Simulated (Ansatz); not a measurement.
**C3H6Ge: basis-set convergence**

How large a basis does C3H6Ge need? Two functionals are run in growing sets.

The runs use Ansatz 0.2.0, Gaussian basis; one geometry, several basis sets.

The runs, in order: PBE0-D4/def2-SVP; ωB97M-V/def2-SVP; PBE0-D4/def2-QZVPP; ωB97M-V/def2-QZVPP; the functionals' def2-TZVPP values are taken from earlier runs.

## (1) Structure used throughout

An earlier PBE0-D4 in a triple-zeta def2 set relaxation fixed the geometry.

10 atoms, charge 0, spin multiplicity 1.

Atoms are counted from 1 here; the program's logs count them from 0.

Bond lengths: C1–C2 1.206 Å, C1–H5 1.066 Å, C2–Ge3 1.906 Å, Ge3–C4 1.947 Å, Ge3–H6 1.537 Å, Ge3–H7 1.537 Å, C4–H8 1.091 Å, C4–H9 1.090 Å, C4–H10 1.090 Å. Angles: C2–C1–H5 179.8°, C1–C2–Ge3 179.0°, C2–Ge3–C4 109.0°, C2–Ge3–H6 107.7°, C2–Ge3–H7 107.7°, C4–Ge3–H6 111.4°, C4–Ge3–H7 111.4°, H6–Ge3–H7 109.5°, Ge3–C4–H8 110.2°, Ge3–C4–H9 110.0°, Ge3–C4–H10 109.9°, H8–C4–H9 109.0°, H8–C4–H10 109.0°, H9–C4–H10 108.8°.

## (2) PBE0-D4 in def2-SVP

File in.yaml:

```yaml
crystal:
  periodic: [false, false, false]
  atoms:
    - {symbol: C, position_ang: [0.964439, 2.082333, -1.348445]}
    - {symbol: C, position_ang: [0.258915, 1.321866, -0.734123]}
    - {symbol: Ge, position_ang: [-0.831675, 0.098435, 0.238360]}
    - {symbol: C, position_ang: [0.213784, -1.490434, 0.655577]}
    - {symbol: H, position_ang: [1.585494, 2.757044, -1.891613]}
    - {symbol: H, position_ang: [-1.306591, 0.807967, 1.516550]}
    - {symbol: H, position_ang: [-2.046814, -0.244869, -0.638187]}
    - {symbol: H, position_ang: [-0.393929, -2.204806, 1.212316]}
    - {symbol: H, position_ang: [1.080631, -1.217777, 1.257820]}
    - {symbol: H, position_ang: [0.558946, -1.960960, -0.265253]}
basis:
  gaussian: {orbitals: def2-SVP}
hamiltonian: {xc: pbe0, dispersion: d4}
output: {orbitals: {seedname: orbitals}}
```

The run is started by

```sh
$ ansatz run in.yaml --threads 4 --pin off --events-out ev --progress --plain --max-ram 10444MiB
```

Further steps of the session: ωB97M-V in def2-SVP; PBE0-D4 in def2-QZVPP; ωB97M-V in def2-QZVPP.

**Question.** What will the summary of the whole plan be? Wanted: PBE0-D4: double and triple zeta above quadruple; ωB97M-V: double and triple zeta above quadruple.

As calculated:

| quantity | value |
| --- | --- |
| PBE0-D4: double and triple zeta above quadruple | 12.11, 1.40 eV |
| ωB97M-V: double and triple zeta above quadruple | 12.26, 1.36 eV |

What this shows: PBE0-D4 gains 10.71 eV from double to triple zeta, then 1.40 eV more. Total energies overstate the basis error of differences, where much of it tends to cancel. The LUMO of ωB97M-V is positive and keeps falling with the basis (2.46 to 1.58 eV): an unbound level that the basis holds in place.
